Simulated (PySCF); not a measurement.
# One shape, several levels: CHBCl2N (SMILES [N]=CB(Cl)Cl)

Aim: a comparison of 3 runs (NEVPT2(5,5)/cc-pVDZ, NEVPT2(7,7)/cc-pVDZ, NEVPT2(9,9)/cc-pVDZ) of CHBCl2N. The job is set up through a Python script.

Program for the calculation: PySCF 2.14.0.

3 further runs of the same task are left out: 2 that didn't finish, 1 set aside as unsound or not needed.

### 1 Starting point

CHBCl2N has 6 atoms, charge 0, and is taken as a doublet. SMILES: `[N]=CB(Cl)Cl`. The coordinates come from a GFN2-xTB relaxation.

Bond lengths: N1–C2 1.221 Å, C2–B3 1.608 Å, B3–Cl4 1.697 Å, B3–Cl5 1.711 Å, C2–H6 1.102 Å. Angles: N1–C2–B3 125.9°, C2–B3–Cl4 120.5°, C2–B3–Cl5 118.6°, Cl4–B3–Cl5 120.9°, N1–C2–H6 121.0°, B3–C2–H6 113.1°.

### 2 The energy at NEVPT2(5,5)/cc-pVDZ (run 1)

Input file run.py:

```python
import numpy
from pyscf import gto, scf, mp, mcscf, mrpt

molecule = gto.M(
    atom='''
N       -0.555530      -1.024250       1.493430
C       -0.194990      -0.037930       0.870280
B        0.149890       0.011990      -0.699060
Cl      -0.029530      -1.371740      -1.665500
Cl       0.701870       1.486220      -1.369830
H       -0.071720       0.935720       1.370680
''',
    verbose=3,
    basis='cc-pvdz',
    max_memory=1860,
    spin=1,
)

myscf = scf.ROHF(molecule)
myscf.conv_tol = 1e-10
myscf.kernel()
if not myscf.converged:
    myscf = myscf.newton().run(myscf.mo_coeff, myscf.mo_occ)

pt = mp.MP2(scf.addons.convert_to_uhf(myscf)).run()
noons, natorbs = mcscf.addons.make_natural_orbitals(pt)
print('natural occupations', numpy.round(noons[:40], 4))
cas = mcscf.CASSCF(myscf, 5, 5)
cas.fix_spin_(ss=0.75)
cas.natorb = True
cas.kernel(natorbs)
e_pt2 = mrpt.NEVPT(cas).kernel()
etot = cas.e_tot + e_pt2
print('E(%s) = %.9f' % ('NEVPT2', etot))
```

Launch:

```bash
$ OMP_NUM_THREADS=1 python run.py
```

The program printed:

```text
converged SCF energy = -1036.63746494249
E(UMP2) = -1037.25564222064  E_corr = -0.618177278146709
E(SCS-UMP2) = -1037.2345700311  E_corr = -0.597105088604562
natural occupations [2.     2.     1.9999 1.9999 1.9999 1.9998 1.9998 1.9998 1.9998 1.9998
 1.9998 1.9998 1.9998 1.9886 1.9872 1.9843 1.9737 1.9673 1.9659 1.9646
 1.9642 1.9619 1.9615 1.9576 1.957  1.9345 0.995  0.0541 0.0285 0.0277
 0.0264 0.0232 0.0206 0.0166 0.0152 0.0149 0.0135 0.0129 0.0129 0.0126]
CASSCF energy = -1036.69192544981
CASCI E = -1036.69192544981  E(CI) = -7.09093954761988  S^2 = 0.7500000
Sr    (-1)',   E = -0.01290765181829
Si    (+1)',   E = -0.00191235450086
Sijrs (0)  ,   E = -0.39149156271546
Sijr  (+1) ,   E = -0.01587630460465
Srsi  (-1) ,   E = -0.06328289586618
Srs   (-2) ,   E = -0.02385185705897
Sij   (+2) ,   E = -0.00207749056360
Sir   (0)' ,   E = -0.05809354197480
Nevpt2 Energy = -0.569493659102809
E(NEVPT2) = -1037.261419109
```

Wall time 24 s (1 thread of Arm Neoverse V2, shared host); peak memory 0.31 GiB.

### 3 A single-point energy at NEVPT2(7,7)/cc-pVDZ (run 2)

Input file job.py:

```python
import numpy
from pyscf import gto, scf, mp, mcscf, mrpt

mol = gto.M(
    atom='''
N       -0.555530      -1.024250       1.493430
C       -0.194990      -0.037930       0.870280
B        0.149890       0.011990      -0.699060
Cl      -0.029530      -1.371740      -1.665500
Cl       0.701870       1.486220      -1.369830
H       -0.071720       0.935720       1.370680
''',
    basis='cc-pvdz',
    verbose=4,
    spin=1,
    max_memory=1860,
    charge=0,
)

myscf = mol.ROHF()
myscf.conv_tol = 1e-10
myscf.kernel()
if not myscf.converged:
    myscf = myscf.newton().run(myscf.mo_coeff, myscf.mo_occ)

pt = mp.MP2(scf.addons.convert_to_uhf(myscf)).run()
noons, natorbs = mcscf.addons.make_natural_orbitals(pt)
print('natural occupations', numpy.round(noons[:40], 4))
cas = mcscf.CASSCF(myscf, 7, 7)
cas.fix_spin_(ss=0.75)
cas.natorb = True
cas.kernel(natorbs)
e_pt2 = mrpt.NEVPT(cas).kernel()
e_final = cas.e_tot + e_pt2
print('Final energy', e_final)
```

Launch:

```bash
$ OMP_NUM_THREADS=1 python job.py
```

The program printed:

```text
PySCF version 2.14.0

[... 66 lines left out ...]
converged SCF energy = -1036.63746494249
[... 93 lines left out ...]
1-step CASSCF converged in  22 macro (404 JK  82 micro) steps
[... 28 lines left out ...]
CASSCF energy = -1036.70208230716
[... 40 lines left out ...]
Nevpt2 Energy = -0.553802745321589
Final energy -1037.2558850524817
```

Run time: 36 s. Hardware: 1 thread of Arm Neoverse V2, shared host; peak memory 0.31 GiB.

### 4 A single-point energy at NEVPT2(9,9)/cc-pVDZ (run 3)

Input file run.py:

```python
import numpy
from pyscf import gto, scf, mp, mcscf, mrpt

mol = gto.Mole()
mol.atom = '''
N   -0.555530  -1.024250   1.493430
C   -0.194990  -0.037930   0.870280
B    0.149890   0.011990  -0.699060
Cl  -0.029530  -1.371740  -1.665500
Cl   0.701870   1.486220  -1.369830
H   -0.071720   0.935720   1.370680
'''
mol.basis = 'cc-pvdz'
mol.verbose = 3
mol.max_memory = 1860
mol.charge = 0
mol.spin = 1
mol.build()

mf = scf.ROHF(mol)
mf.conv_tol = 1e-10
mf.kernel()
if not mf.converged:
    mf = mf.newton().run(mf.mo_coeff, mf.mo_occ)

pt = mp.MP2(scf.addons.convert_to_uhf(mf)).run()
noons, natorbs = mcscf.addons.make_natural_orbitals(pt)
print('natural occupations', numpy.round(noons[:40], 4))
cas = mcscf.CASSCF(mf, 9, 9)
cas.fix_spin_(ss=0.75)
cas.natorb = True
cas.kernel(natorbs)
e_pt2 = mrpt.NEVPT(cas).kernel()
e_tot = cas.e_tot + e_pt2
print('E = %.10f Eh' % e_tot)
```

Launch:

```bash
$ OMP_NUM_THREADS=1 python run.py
```

The program printed:

```text
converged SCF energy = -1036.63746494249
E(UMP2) = -1037.25564222064  E_corr = -0.618177278146709
E(SCS-UMP2) = -1037.2345700311  E_corr = -0.597105088604562
natural occupations [2.     2.     1.9999 1.9999 1.9999 1.9998 1.9998 1.9998 1.9998 1.9998
 1.9998 1.9998 1.9998 1.9886 1.9872 1.9843 1.9737 1.9673 1.9659 1.9646
 1.9642 1.9619 1.9615 1.9576 1.957  1.9345 0.995  0.0541 0.0285 0.0277
 0.0264 0.0232 0.0206 0.0166 0.0152 0.0149 0.0135 0.0129 0.0129 0.0126]
CASSCF energy = -1036.71391200291
CASCI E = -1036.71391200291  E(CI) = -14.7805674531874  S^2 = 0.7500000
Sr    (-1)',   E = -0.01522984813227
Si    (+1)',   E = -0.00514531468923
Sijrs (0)  ,   E = -0.19860484310133
Sijr  (+1) ,   E = -0.03499379545035
Srsi  (-1) ,   E = -0.14185489190736
Srs   (-2) ,   E = -0.03677859721295
Sij   (+2) ,   E = -0.00425810560669
Sir   (0)' ,   E = -0.10446158141854
Nevpt2 Energy = -0.541326977518709
E = -1037.2552389804 Eh
```

Run time: 41 s. Hardware: 1 thread of Arm Neoverse V2, shared host; peak memory 0.31 GiB.

### 5 Overview of the runs

```
run                level   energy (Eh)  dipole moment (D) of the reference  wall time
  1  NEVPT2(5,5)/cc-pVDZ  -1037.261419                                1.73       24 s
  2  NEVPT2(7,7)/cc-pVDZ  -1037.255885                                1.73       36 s
  3  NEVPT2(9,9)/cc-pVDZ  -1037.255239                                1.73       41 s
```

### 6 Results

| quantity | value |
| --- | --- |
| run 3: total energy | -1037.25524 Eh |
| run 3: dipole moment (Hartree–Fock density) | 1.73 D |

All runs together took 1.7 min, the longest 41 s.
